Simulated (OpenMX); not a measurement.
MgB:

```
CELL_PARAMETERS angstrom
2.89515 0.00000 0.00000
0.00000 2.89515 0.00000
0.00000 0.00000 2.89515
ATOMIC_POSITIONS crystal
Mg 0.00000 0.00000 0.00000
B 0.50000 0.50000 0.50000
```

The cell was built by a generator and needn't be a form met in nature.

Base run:

| Item | Value |
| --- | --- |
| Program | OpenMX 3.8.5 |
| Functional | LDA |
| Potentials or basis | OpenMX 2013 LDA set, Mg7.0-s3p2d1, B7.0-s2p2d1, grid cutoff 500 Ry |
| k mesh | 7 × 7 × 7 |
| Occupations | fermi-dirac, width 0.05 eV |
| Spin | no spin polarisation |

Its results: pressure -4.0 GPa.

Problem. The run is repeated on the same cell with these changes: functional from LDA to PBE; potentials or basis from OpenMX 2013 LDA set, Mg7.0-s3p2d1, B7.0-s2p2d1, grid cutoff 500 Ry to OpenMX 2013 PBE set, Mg7.0-s3p2d1, B7.0-s2p2d1, grid cutoff 500 Ry. What comes out?

Solution. Pressure 1.1 GPa.

Caveats: the basis of atomic orbitals isn't converged, which shifts pressures, moduli and gaps.
